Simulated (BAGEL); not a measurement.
# GeSiH5S (SMILES [SiH2][S][GeH3]): UHF/def2-SVP (density fitting with qzvpp-jkfit)

What is the vertical ionisation energy of GeSiH5S at UHF/def2-SVP (density fitting with qzvpp-jkfit)? 

Program for the calculation: BAGEL 1.2.2.

**1. The system as given**

GeSiH5S has 8 atoms, charge 0, and is taken as a doublet. SMILES: `[SiH2][S][GeH3]`. The coordinates come from a PBE0-D4/def2-TZVP relaxation. This is one conformer, not always the lowest.

Bond lengths: Si1–S2 2.124 Å, S2–Ge3 2.231 Å, Si1–H4 1.493 Å, Si1–H5 1.489 Å, Ge3–H6 1.535 Å, Ge3–H7 1.533 Å, Ge3–H8 1.536 Å. Angles: Si1–S2–Ge3 98.6°, S2–Si1–H4 111.3°, S2–Si1–H5 106.6°, S2–Ge3–H6 109.7°, S2–Ge3–H7 105.3°, S2–Ge3–H8 109.3°, H4–Si1–H5 110.5°, H6–Ge3–H7 111.0°, H6–Ge3–H8 110.3°, H7–Ge3–H8 111.2°.

**2. A single-point energy at UHF/def2-SVP (density fitting with qzvpp-jkfit)**

Contents of hf.json:

```json
{ "bagel" : [

{
  "title" : "molecule",
  "basis" : "svp",
  "df_basis" : "qzvpp-jkfit",
  "angstrom" : true,
  "geometry" : [
    { "atom" : "Si", "xyz" : [   -0.878000,    1.488200,   -0.662000 ] },
    { "atom" : "S", "xyz" : [    1.044600,    0.591100,   -0.762500 ] },
    { "atom" : "Ge", "xyz" : [    0.739700,   -1.018400,    0.752500 ] },
    { "atom" : "H", "xyz" : [   -1.958600,    0.475700,   -0.855700 ] },
    { "atom" : "H", "xyz" : [   -0.926300,    2.513700,   -1.740000 ] },
    { "atom" : "H", "xyz" : [    0.538900,   -0.391700,    2.139300 ] },
    { "atom" : "H", "xyz" : [    2.019500,   -1.860500,    0.710100 ] },
    { "atom" : "H", "xyz" : [   -0.487400,   -1.855100,    0.362700 ] }
  ]
},
{ "title" : "uhf", "nopen" : 1 },
{ "title" : "print", "file" : "orbitals.molden", "orbitals" : true }

]}
```

Launch:

```console
$ BAGEL_NUM_THREADS=1 BAGEL hf.json > hf.out
```

Log:

```text
* using 1 threads per process

  ===============================================================
  ===============================================================

  *** Geometry ***

  { "atom" : "Si", "xyz" : [     -1.659180,      2.812290,     -1.250999 ] },
  { "atom" : "S", "xyz" : [      1.974008,      1.117017,     -1.440916 ] },
  { "atom" : "Ge", "xyz" : [      1.397830,     -1.924497,      1.422019 ] },
  { "atom" : "H", "xyz" : [     -3.701218,      0.898943,     -1.617039 ] },
  { "atom" : "H", "xyz" : [     -1.750453,      4.750205,     -3.288123 ] },
  { "atom" : "H", "xyz" : [      1.018373,     -0.740206,      4.042691 ] },
  { "atom" : "H", "xyz" : [      3.816302,     -3.515835,      1.341895 ] },
  { "atom" : "H", "xyz" : [     -0.921053,     -3.505631,      0.685404 ] },

  Number of auxiliary basis functions:      612

  Since a DF basis is specified, we compute 2- and 3-index integrals:
    o Being stored without compression. Storage requirement is 0.042 GB

  Number of basis functions:       93
  Number of electrons      :       67

    * METHOD: MOLECULE                             0.42

  *** Open-shell HF ***

  === Nuclear Repulsion ===
   321.8778287080

      * DIIS with orbital gradients will be used.

  === UHF iteration (svp) ===
      0      -2764.20139539          0.01295995           0.39
      1      -2764.25212696          0.00462152           0.35
      2      -2764.25872282          0.00207968           0.35
      3      -2764.25993221          0.00072242           0.34
      4      -2764.26026960          0.00022029           0.35
      5      -2764.26030474          0.00009619           0.35
      6      -2764.26032241          0.00002096           0.38
      7      -2764.26032419          0.00000957           0.35
      8      -2764.26032470          0.00000402           0.36
      9      -2764.26032483          0.00000127           0.35
     10      -2764.26032484          0.00000051           0.34
     11      -2764.26032484          0.00000027           0.32
     12      -2764.26032484          0.00000009           0.33
     13      -2764.26032484          0.00000003           0.34
     14      -2764.26032484          0.00000001           0.33
     15      -2764.26032484          0.00000001           0.34
    * SCF iteration converged.

    * S^2 (UHF) is 0.7544

    * Permanent dipole moment:
           (    0.322991,     0.275942,    -0.436938) a.u.

    * METHOD: UHF                                  5.98

    * METHOD: PRINT                                0.02

  ===============================================================
```

It took 6.6 s on 1 thread of Arm Neoverse V1, shared host; peak memory 0.17 GiB.

**3. The singlet cation, same level**

Contents of input.json:

```json
{ "bagel" : [

{
  "title" : "molecule",
  "basis" : "svp",
  "df_basis" : "qzvpp-jkfit",
  "angstrom" : "true",
  "geometry" : [
    { "atom" : "Si", "xyz" : [   -0.878000,    1.488200,   -0.662000 ] },
    { "atom" : "S", "xyz" : [    1.044600,    0.591100,   -0.762500 ] },
    { "atom" : "Ge", "xyz" : [    0.739700,   -1.018400,    0.752500 ] },
    { "atom" : "H", "xyz" : [   -1.958600,    0.475700,   -0.855700 ] },
    { "atom" : "H", "xyz" : [   -0.926300,    2.513700,   -1.740000 ] },
    { "atom" : "H", "xyz" : [    0.538900,   -0.391700,    2.139300 ] },
    { "atom" : "H", "xyz" : [    2.019500,   -1.860500,    0.710100 ] },
    { "atom" : "H", "xyz" : [   -0.487400,   -1.855100,    0.362700 ] }
  ]
},
{
  "title" : "hf",
  "charge" : 1
},
{
  "title" : "print",
  "file" : "orbitals.molden",
  "orbitals" : "true"
}

]}
```

Launch:

```console
$ BAGEL_NUM_THREADS=1 BAGEL input.json > input.out
```

Log:

```text
* using 1 threads per process

  ===============================================================
  ===============================================================

  *** Geometry ***

  { "atom" : "Si", "xyz" : [     -1.659180,      2.812290,     -1.250999 ] },
  { "atom" : "S", "xyz" : [      1.974008,      1.117017,     -1.440916 ] },
  { "atom" : "Ge", "xyz" : [      1.397830,     -1.924497,      1.422019 ] },
  { "atom" : "H", "xyz" : [     -3.701218,      0.898943,     -1.617039 ] },
  { "atom" : "H", "xyz" : [     -1.750453,      4.750205,     -3.288123 ] },
  { "atom" : "H", "xyz" : [      1.018373,     -0.740206,      4.042691 ] },
  { "atom" : "H", "xyz" : [      3.816302,     -3.515835,      1.341895 ] },
  { "atom" : "H", "xyz" : [     -0.921053,     -3.505631,      0.685404 ] },

  Number of auxiliary basis functions:      612

  Since a DF basis is specified, we compute 2- and 3-index integrals:
    o Being stored without compression. Storage requirement is 0.042 GB

  Number of basis functions:       93
  Number of electrons      :       67

    * METHOD: MOLECULE                             0.44

  *** RHF ***

  === Nuclear Repulsion ===
   321.8778287080

      * DIIS with orbital gradients will be used.

  === RHF iteration (svp) ===
      0      -2763.88127691          0.00927837           0.17
      1      -2763.95901288          0.00377170           0.16
      2      -2763.97076891          0.00113834           0.16
      3      -2763.97219715          0.00025421           0.17
      4      -2763.97228763          0.00008303           0.16
      5      -2763.97230745          0.00003725           0.16
      6      -2763.97231240          0.00001003           0.16
      7      -2763.97231269          0.00000410           0.16
      8      -2763.97231272          0.00000161           0.15
      9      -2763.97231273          0.00000051           0.15
     10      -2763.97231273          0.00000027           0.15
     11      -2763.97231273          0.00000012           0.16
     12      -2763.97231273          0.00000006           0.16
     13      -2763.97231273          0.00000002           0.16
     14      -2763.97231273          0.00000001           0.16
     15      -2763.97231273          0.00000000           0.16
    * SCF iteration converged.

    * Permanent dipole moment:
           (    1.806955,    -1.670625,     0.275652) a.u.

    * METHOD: HF                                   2.93

    * METHOD: PRINT                                0.02

  ===============================================================
```

Run time: 3.6 s. Hardware: 1 thread of Arm Neoverse V1, shared host; peak memory 0.18 GiB.

**4. Outcome**

Level: UHF/def2-SVP (density fitting with qzvpp-jkfit).

| quantity | value |
| --- | --- |
| doublet GeSiH5S: total energy | -2764.26032 Eh |
| doublet GeSiH5S: dipole moment | 1.55 D |
| doublet GeSiH5S: ⟨S²⟩ | 0.754 |
| singlet cation: total energy | -2763.97231 Eh |
| singlet cation: HOMO energy | -15.95 eV |
| singlet cation: LUMO energy | -6.85 eV |
| singlet cation: HOMO–LUMO gap | 9.10 eV |
| vertical ionisation energy (to the singlet cation) | 7.837 eV |

What this shows: The vertical ionisation energy comes to 7.84 eV (756 kJ/mol).
